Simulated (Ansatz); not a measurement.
**Cl₂H₃N₂Nb: basis-set convergence**

The task here is to estimate one member of a computed series from the others.

Method: one geometry, several basis sets; program: Ansatz 0.2.0, Gaussian basis.

The runs, in order: PBE0-D4/def2-SVP; ωB97M-V/def2-SVP; PBE0-D4/def2-QZVPP; ωB97M-V/def2-QZVPP; the functionals' def2-TZVPP values are taken from earlier runs.

### Structure used throughout

An earlier PBE0-D4 in a triple-zeta def2 set relaxation fixed the geometry. Nb takes the def2 core potential; no spin-orbit term is included.

SMILES `[NH]=[Nb]([NH2])([Cl])[Cl]`, 8 atoms, charge 0, spin multiplicity 1.

Atoms are counted from 1 here; the program's logs count them from 0.

Bond lengths: N1–Nb2 1.731 Å, N1–H6 1.010 Å, Nb2–N3 1.942 Å, Nb2–Cl4 2.310 Å, Nb2–Cl5 2.310 Å, N3–H7 1.008 Å, N3–H8 1.013 Å. Angles: Nb2–N1–H6 172.7°, N1–Nb2–N3 102.7°, N1–Nb2–Cl4 110.1°, N1–Nb2–Cl5 110.1°, N3–Nb2–Cl4 110.5°, N3–Nb2–Cl5 110.5°, Cl4–Nb2–Cl5 112.4°, Nb2–N3–H7 126.9°, Nb2–N3–H8 122.2°, H7–N3–H8 110.9°.

Geometry (Å):

```csv
atom,x (Å),y (Å),z (Å)
N1,-0.85863,1.14157,0.84408
Nb2,-0.18295,0.28234,-0.49830
N3,0.82433,-1.13629,0.36551
Cl4,-1.86931,-0.60267,-1.80558
Cl5,1.22873,1.66339,-1.69657
H6,-1.30631,1.72022,1.53998
H7,0.90939,-1.30034,1.35661
H8,1.34686,-1.82523,-0.16162
```

The first run:

Contents of in.yaml:

```yaml
crystal:
  periodic: [false, false, false]
  atoms:
    - {symbol: N, position_ang: [-0.858634, 1.141572, 0.844076]}
    - {symbol: Nb, position_ang: [-0.182948, 0.282343, -0.498303]}
    - {symbol: N, position_ang: [0.824329, -1.136288, 0.365515]}
    - {symbol: Cl, position_ang: [-1.869310, -0.602669, -1.805585]}
    - {symbol: Cl, position_ang: [1.228726, 1.663392, -1.696575]}
    - {symbol: H, position_ang: [-1.306305, 1.720218, 1.539979]}
    - {symbol: H, position_ang: [0.909387, -1.300341, 1.356610]}
    - {symbol: H, position_ang: [1.346856, -1.825227, -0.161617]}
basis:
  gaussian: {orbitals: def2-SVP}
hamiltonian: {xc: pbe0, dispersion: d4}
output: {orbitals: {seedname: orbitals}}
```

The run is started by

```
> ansatz run in.yaml --threads 4 --pin off --events-out ev --progress --plain --max-ram 10444MiB
```

Among the steps run: PBE0-D4 in def2-SVP; ωB97M-V in def2-SVP; PBE0-D4 in def2-QZVPP; ωB97M-V in def2-QZVPP.

One of the session's tables, all rows but one given; the rest of the session is left out.

It belongs to the step «Functionals by basis». 

| functional | basis | HOMO (eV) | LUMO (eV) |
| --- | --- | --- | --- |
| PBE0-D4 | def2-SVP | -8.20 | -1.80 |
| PBE0-D4 | def2-TZVPP | -8.28 | -1.96 |
| PBE0-D4 | def2-QZVPP | -8.30 | -2.00 |
| ωB97M-V | def2-SVP | -10.39 | 0.32 |
| ωB97M-V | def2-TZVPP | ? | ? |
| ωB97M-V | def2-QZVPP | -10.54 | 0.05 |

**Question.** Estimate the row for ωB97M-V, def2-TZVPP.

The run gave: HOMO (eV): -10.51; LUMO (eV): 0.10. In the column «HOMO (eV)» it lies between ωB97M-V, def2-QZVPP (-10.54) and ωB97M-V, def2-SVP (-10.39).
